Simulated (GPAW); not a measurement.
HfIn4SiO6:

```
CELL_PARAMETERS angstrom
5.69867 0.00381 0.01559
-0.70506 6.10815 -0.00575
-2.73718 -1.39557 6.63076
ATOMIC_POSITIONS crystal
Hf 0.11793 0.01556 0.13292
In 0.38842 0.99901 0.72891
In 0.75865 0.00842 0.49586
In 0.23461 0.48841 0.53300
In 0.59649 0.48211 0.20528
Si 0.86778 0.44029 0.85544
O 0.55316 0.38738 0.79290
O 0.93454 0.38483 0.65596
O 0.98414 0.26218 0.00347
O 0.99083 0.69806 0.98452
O 0.08665 0.06493 0.39374
O 0.48680 0.10883 0.21799
```

The cell was built by a generator and needn't be a form met in nature.

Base run:

* Program: GPAW 26.7.0
* Functional: PBE
* Potentials or basis: GPAW PAW data sets (gpaw-data 1.2.1)
* Cutoff: 800 eV
* Basis: pw
* k mesh: 4 × 3 × 3
* Occupations: fermi-dirac, width 0.05 eV
* Spin: no spin polarisation

Its results: band gap on the k mesh 0.88 eV, indirect (least direct gap 1.15 eV); pressure 0.6 GPa; largest force 0.374 eV/Å.

The run is repeated on the same cell with these changes: functional from PBE to r2SCAN. What comes out?

Band gap on the k mesh 1.07 eV, indirect (least direct gap 1.27 eV); pressure -2.7 GPa; largest force 0.324 eV/Å.

r2SCAN gives the wider gap, since meta-GGAs in the generalised Kohn-Sham scheme recover part of the derivative discontinuity.

Caveats: spin-orbit coupling is left out, which moves the levels of the heavy elements; the PAW data sets were made with another functional, which shifts forces and pressure a little (some runs).

A k mesh can miss the band edges.

Not every run made on this cell is shown here.
